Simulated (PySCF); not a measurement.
# GeH2BrCl (SMILES [Cl][GeH2][Br]): HF/3-21G

Wanted: a structure relaxation of GeH2BrCl. 

The results are computed with PySCF 2.14.0.

**1. The structure to begin with**

The species is GeH2BrCl (5 atoms), meant as a singlet with charge 0. SMILES: `[Cl][GeH2][Br]`. The coordinates come from a PBE0-D4/def2-TZVP relaxation. The run starts from this shape.

Bond lengths: Cl1–Ge2 2.141 Å, Ge2–Br3 2.293 Å, Ge2–H4 1.529 Å, Ge2–H5 1.529 Å. Angles: Cl1–Ge2–Br3 108.7°, Cl1–Ge2–H4 108.0°, Cl1–Ge2–H5 108.0°, Br3–Ge2–H4 108.3°, Br3–Ge2–H5 108.3°, H4–Ge2–H5 115.4°.

**2. A geometry optimisation at HF/3-21G**

Input file input.py:

```python
from pyscf import gto
from pyscf.geomopt.geometric_solver import kernel as optimise

mol = gto.M(
    atom='''
Cl  -1.724600   0.413900   1.007300
Ge   0.005200   0.029700  -0.194800
Br   1.631600  -0.892800   1.133200
H   -0.380900  -0.993400  -1.263200
H    0.518600   1.369000  -0.723800
''',
    basis='3-21g',
    max_memory=1860,
    spin=0,
    verbose=3,
)

myscf = mol.RHF()
myscf.conv_tol = 1e-10
converged, mol_eq = optimise(myscf, maxsteps=60, convergence_set='GAU_TIGHT')
print('converged:', converged)
print(mol_eq.tostring())

myscf.reset(mol_eq)
mol = mol_eq
myscf.kernel()
if not myscf.converged:
    myscf = myscf.newton().run(myscf.mo_coeff, myscf.mo_occ)
e_final = myscf.e_tot
print('E(%s) = %.9f' % ('HF', e_final))
```

The run is started by

```console
$ OMP_NUM_THREADS=1 python input.py
```

The program printed:

```text
convergence_set           GAU_TIGHT
maxiter                   60
----------------------------------------------------------
Custom engine selected.
Bonds will be generated from interatomic distances less than 1.20 times sum of covalent radii
15 internal coordinates being used (instead of 15 Cartesians)
Internal coordinate system (atoms numbered from 1):
Distance 1-2
Distance 2-3
Distance 2-4
Distance 2-5
Angle 1-2-3
Angle 1-2-4
Angle 1-2-5
Angle 3-2-4
Angle 3-2-5
Angle 4-2-5
Translation-X 1-5
Translation-Y 1-5
Translation-Z 1-5
Rotation-A 1-5
Rotation-B 1-5
Rotation-C 1-5
> ===== Optimization Info: ====
> Job type: Energy minimization
> Maximum number of optimization cycles: 60
> Initial / maximum trust radius (Angstrom): 0.100 / 0.300
> Convergence Criteria:
> Will converge when all 5 criteria are reached:
>  |Delta-E| < 1.00e-06
>  RMS-Grad  < 1.00e-05
>  Max-Grad  < 1.50e-05
>  RMS-Disp  < 4.00e-05
>  Max-Disp  < 6.00e-05
> === End Optimization Info ===

Geometry optimization cycle 1
Cartesian coordinates (Angstrom)
 Atom        New coordinates             dX        dY        dZ
  Cl  -1.724600   0.413900   1.007300    0.000000 -0.000000  0.000000
  Ge   0.005200   0.029700  -0.194800    0.000000 -0.000000  0.000000
  Br   1.631600  -0.892800   1.133200    0.000000  0.000000  0.000000
   H  -0.380900  -0.993400  -1.263200    0.000000  0.000000  0.000000
   H   0.518600   1.369000  -0.723800    0.000000  0.000000  0.000000

WARN: Mole.unit (angstrom) is changed to Bohr

converged SCF energy = -5083.9115871142
[... 9 lines left out ...]
Step    0 : Gradient = 2.288e-02/3.325e-02 (rms/max) Energy = -5083.9115871142
[... 10 lines left out ...]
converged SCF energy = -5083.91538265521
[... 20 lines left out ...]
converged SCF energy = -5083.91551966357
[... 20 lines left out ...]
converged SCF energy = -5083.9155324182
[... 20 lines left out ...]
converged SCF energy = -5083.91553262017
[... 20 lines left out ...]
converged SCF energy = -5083.91553265803
[... 2 lines left out ...]
0 Cl    -0.0000108213     0.0000023205     0.0000078765
1 Ge     0.0000147498    -0.0000038250    -0.0000078897
2 Br    -0.0000008769     0.0000000283     0.0000013370
3 H    -0.0000004044     0.0000036851     0.0000000152
4 H    -0.0000026472    -0.0000022089    -0.0000013391
----------------------------------------------
cycle 6: E = -5083.91553266  dE = -3.78677e-08  norm(grad) = 2.25597e-05
Step    5 : Displace = 4.183e-04/5.941e-04 (rms/max) Trust = 3.000e-01 (+) Grad = 1.009e-05/1.716e-05 (rms/max) E (change) = -5083.9155326580 (-3.787e-08) Quality = 1.042
Hessian Eigenvalues: 5.00000e-02 5.00000e-02 5.00000e-02 ... 1.75152e-01 1.85687e-01 2.20285e-01

Geometry optimization cycle 7
Cartesian coordinates (Angstrom)
 Atom        New coordinates             dX        dY        dZ
  Cl  -1.793011   0.439267   1.010213   -0.000003  0.000008 -0.000030
  Ge   0.021852   0.027677  -0.213753   -0.000021  0.000005  0.000012
  Br   1.699447  -0.922246   1.149035    0.000014  0.000001 -0.000027
   H  -0.388206  -0.988373  -1.262635   -0.000001 -0.000022  0.000019
   H   0.509817   1.370076  -0.724160    0.000011  0.000009  0.000026
converged SCF energy = -5083.91553265896
--------------- RHF_Scanner gradients ---------------
         x                y                z
0 Cl    -0.0000028673     0.0000007490     0.0000015002
1 Ge     0.0000039712    -0.0000017070     0.0000008674
2 Br    -0.0000000863     0.0000000543    -0.0000000928
3 H    -0.0000006124     0.0000001810    -0.0000012002
4 H    -0.0000004053     0.0000007227    -0.0000010746
----------------------------------------------
cycle 7: E = -5083.91553266  dE = -9.30413e-10  norm(grad) = 5.84625e-06
Step    6 : Displace = 2.916e-05/3.120e-05 (rms/max) Trust = 3.000e-01 (=) Grad = 2.615e-06/4.409e-06 (rms/max) E (change) = -5083.9155326590 (-9.304e-10) Quality = 1.198
Hessian Eigenvalues: 5.00000e-02 5.00000e-02 5.00000e-02 ... 1.75152e-01 1.85687e-01 2.20285e-01
Converged! =D

converged: True
Cl         -1.79301079        0.43926689        1.01021332
Ge          0.02185151        0.02767734       -0.21375310
Br          1.69944732       -0.92224646        1.14903540
H          -0.38820551       -0.98837336       -1.26263521
H           0.50981746        1.37007559       -0.72416041
converged SCF energy = -5083.91553265899
E(HF) = -5083.915532659
```

It took 16 s on 1 thread of Arm Neoverse V1, shared host; peak memory 0.15 GiB.

Step by step:

```
step  energy from the first frame kept (eV)  largest force (eV/Å)
   0                                 0.0000                1.7098
   1                                -0.1033                0.2942
   2                                -0.1070                0.0953
   3                                -0.1074                0.0044
   4                                -0.1074                0.0014
   5                                -0.1074                0.0009
   6                                -0.1074                0.0002
```

After the run. Bond lengths: Cl1–Ge2 2.227 Å, Ge2–Br3 2.361 Å, Ge2–H4 1.517 Å, Ge2–H5 1.517 Å. Angles: Cl1–Ge2–Br3 109.6°, Cl1–Ge2–H4 106.5°, Cl1–Ge2–H5 106.5°, Br3–Ge2–H4 108.8°, Br3–Ge2–H5 108.8°, H4–Ge2–H5 116.6°.

**3. Summary of results**

At HF/3-21G:

| quantity | value |
| --- | --- |
| total energy at the end | -5083.91553 Eh |
| dipole moment | 3.47 D |
| HOMO energy | -11.56 eV |
| LUMO energy | 1.94 eV |
| HOMO–LUMO gap | 13.51 eV |

**Reading.** At the final geometry: Bond lengths: Cl1–Ge2 2.227 Å, Ge2–Br3 2.361 Å, Ge2–H4 1.517 Å, Ge2–H5 1.517 Å. Angles: Cl1–Ge2–Br3 109.6°, Cl1–Ge2–H4 106.5°, Cl1–Ge2–H5 106.5°, Br3–Ge2–H4 108.8°, Br3–Ge2–H5 108.8°, H4–Ge2–H5 116.6°. The optimisation took 6 steps and changed the energy by -0.107 eV. Mulliken charges run from -0.48 on Cl1 to +1.07 on Ge2.
